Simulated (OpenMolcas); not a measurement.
**Au²⁺ among point charges: CASSCF and CASPT2 levels and susceptibility**

How does a field of 6 point charges split the states of Au²⁺, and what χT follows?

The numbers are computed with OpenMolcas 26.06 (state-averaged CASSCF and CASPT2, spin-orbit coupling by RASSI with atomic mean-field integrals), except any that are marked as measured or tabulated.

### 1 The atom as given

```
Species                           : Au²⁺ (gold, Z = 79, 77 electrons)
Basis                             : ANO-RCC-VDZP [7s6p4d2f], 59 functions
Scalar Hamiltonian                : DKH2, point nucleus
Inactive shells                   : 1s 2s 2p 3s 3p 3d 4s 4p 4d 4f 5s 5p
Active space                      : 9 electrons in 5 orbitals (5d)
Some configurations of this space : 5d9
Orbitals                          : optimised for each spin and parity, averaged over all roots
```

The outer shells:

5d9
```
5d [↑↓][↑↓][↑↓][↑↓][↑ ]
```

The ion sits among 6 point charges of -1.7 e arranged as an octahedron (Oh), 1.89 Å from the ion.

The work runs as a chain of OpenMolcas steps in one folder; each step below is one input file. Labels, J, g values, rates, χT and fits are worked out afterwards by a script from the matrices that RASSI stores. The input lists half of the charges; inversion (Group=XYZ) makes the rest.

### 2 Basis and integrals

The input, a.inp:

```
&GATEWAY
Coord
1

Au 0.0 0.0 0.0
Basis=ANO-RCC-VDZP
Group=XYZ
NoMove
AngMom=0.0 0.0 0.0
AMFI
XField
3 Angstrom 0
1.890000 0.000000 0.000000 -1.700000
0.000000 1.890000 0.000000 -1.700000
0.000000 0.000000 1.890000 -1.700000
&SEWARD
```

Launch:

```sh
$ OMP_NUM_THREADS=1 MOLCAS_MEM=1689 MOLCAS_PROJECT=a pymolcas a.inp > a.log
```

### 3 Reference wave functions, doublets of even parity, 5 roots

The input, a.inp:

```
&RASSCF
FileOrb=start.orb
Symmetry=1
Spin=2
nActEl=9 0 0
Inactive=15 19
Ras2=5 0
CIRoot=5 5 1
SDav=5
CIMx=300
Iter=120 100
PrWF=0.3
OrbListing=Nothing
MaxOrb=0
>>> COPY $Project.JobIph JOB001
```

start.orb holds the contracted functions of the basis, ordered by shell, or the orbitals of the step before.

### 4 RASSI: spin-orbit coupling between the states

The input, a.inp:

```
&RASSI
NrOfJobIphs=1 5
1 2 3 4 5
IphNames
JOB001
EJob
SpinOrbit
DIPRint=1.0
SOCoupling=1000.0
Subsets=2
Property=9
'ANGMOM' 1 'ANGMOM' 2 'ANGMOM' 3 'MLTPL  1' 1 'MLTPL  1' 2 'MLTPL  1' 3
'AMFI' 1 'AMFI' 2 'AMFI' 3
SOProperty=3
'ANGMOM' 1 'ANGMOM' 2 'ANGMOM' 3
```

### 5 CASPT2: IPEA 0.25, imaginary shift 0.1 (closed shells correlated: 5s 5p)

The input, a.inp:

```
>>> COPY JOB001 $Project.JobIph
&CASPT2
Multistate=5 1 2 3 4 5
NoMult
Frozen=14 16
IPEA=0.25
Imaginary=0.1
MaxIter=60
WThr=0.0 0.3 0.05
PrWF=0.5
NoMix
```

(Steps that only read results are left out.)

Q: Predict the outcome of this session. Wanted: spin-free ground state; first state of the same spin within the active space; lowest level; next level.

The runs gave:

| quantity | value |
| --- | --- |
| method | SS-CASPT2, IPEA 0.25, imaginary shift 0.1 (closed shells correlated: 5s 5p) |
| spin-free ground state | 2E, 2-fold in its orbital part |
| first state of the same spin within the active space | 2T2 at 13700 cm⁻¹ |
| lowest level | 4-fold Γ8 |
| next level | 11053.3 cm⁻¹ |
| χT at 300 K | 0.86 cm³ K/mol |
| effective moment at 300 K | 2.62 μB |

Cost by method:

| method | time of its own steps | time with the reference |
| --- | --- | --- |
| A. CASSCF | 1.2 s | 1.2 s |
| B. SS-CASPT2, IPEA 0.25, imaginary shift 0.1, +5s 5p | 0.42 s | 1.6 s |

Times are of one thread on a shared host.

**Reading.** The spin-free ground state (2E) comes to 100 % from free-ion D terms and keeps the highest spin of the shell. χT at 300 K is 0.86, against 0.38 cm³ K/mol for the spin alone, so orbital moment adds to it. A ligand-field fit to the states below 45000 cm-1 gives 10Dq = 13652 cm-1, the gap between the two states. CASPT2 does not keep the components of a term degenerate, and the means are used. An orbital doublet at a regular site is open to a Jahn-Teller distortion, which this geometry leaves out. The field of point charges can differ much from that of real complexes. This is an electrostatic model: the charges have no orbitals.
